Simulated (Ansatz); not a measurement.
Predict the output of the script below (Ansatz 0.2.0 through its Python package).

`c2h5fote_deck.py`
```python
"""Run C2H5FOTe from an input written out key by key."""

import ansatz as az

DECK = """
crystal:
  periodic: [false, false, false]
  atoms:
    - { symbol: C, position_ang: [-1.0973, -1.0366, 0.1214] }
    - { symbol: O, position_ang: [0.0617, -0.5302, -0.4443] }
    - { symbol: C, position_ang: [0.2995, 0.7776, 0.0131] }
    - { symbol: F, position_ang: [0.7923, 0.7508, 1.353] }
    - { symbol: Te, position_ang: [1.9437, 1.5927, -1.1388] }
    - { symbol: H, position_ang: [-1.1043, -0.999, 1.22] }
    - { symbol: H, position_ang: [-1.979, -0.3733, -0.2309] }
    - { symbol: H, position_ang: [-1.2794, -2.0132, -0.2465] }
    - { symbol: H, position_ang: [-0.5375, 1.4722, -0.0571] }
    - { symbol: H, position_ang: [2.9834, 0.308, -0.5871] }
basis:
  gaussian: { orbitals: def2-SVP }
correlation:
  method: mp2
"""


def main() -> None:
    session = az.Session.from_yaml(DECK)
    report = session.plan(threads=1).execute().report

    for key in ("converged", "free_energy_ev", "reference_energy_ev", "n_frozen", "n_occupied", "n_virtual"):
        print(f"{key:22s} {report[key]}")
    symbols = ["C", "O", "C", "F", "Te", "H", "H", "H", "H", "H"]
    parts = report["correlation"]
    for name in ("random_phase", "coupled_cluster", "perturbative"):
        if name in parts:
            print(f"{name:16s} {parts[name]['energy']['hartree']:12.7f} Ha")
    if "second_order" in parts:
        pair = parts["second_order"]
        print(f"MP2 same spin {pair['same_spin']['hartree']:.7f} Ha, opposite spin {pair['opposite_spin']['hartree']:.7f} Ha")
    field = report["mean_field"]
    print("<S^2> =", round(abs(field["state"]["spin_squared"]), 4), " all-electron relativity setting:", field["relativity"])
    print("passes:", field["passes"])
    if "symmetry" in field:
        print("occupied orbitals by irrep:", field["symmetry"]["occupied"])


if __name__ == "__main__":
    main()
```

```console
$ python c2h5fote_deck.py
converged              True
free_energy_ev         -14162.268919599806
reference_energy_ev    -14141.23318710818
n_frozen               8
n_occupied             [21, 21]
n_virtual              [78, 78]
MP2 same spin -0.1974354 Ha, opposite spin -0.5756135 Ha
<S^2> = 0.0  all-electron relativity setting: none
passes: {'evaluations': 12, 'products': 44}
occupied orbitals by irrep: [{'A': 29}, {'A': 29}]
```

What to keep in mind:
- Total energies depend on the basis set; only differences at equal settings carry meaning.
- The geometry is a force-field or estimated start, not a minimum of this method, and the basis set is short of its limit.
- def2 sets replace the cores of elements past krypton by effective core potentials.
- Finished in 2.7 s on 1 thread of Arm Neoverse V1 (shared host), peak memory 0.25 GiB.
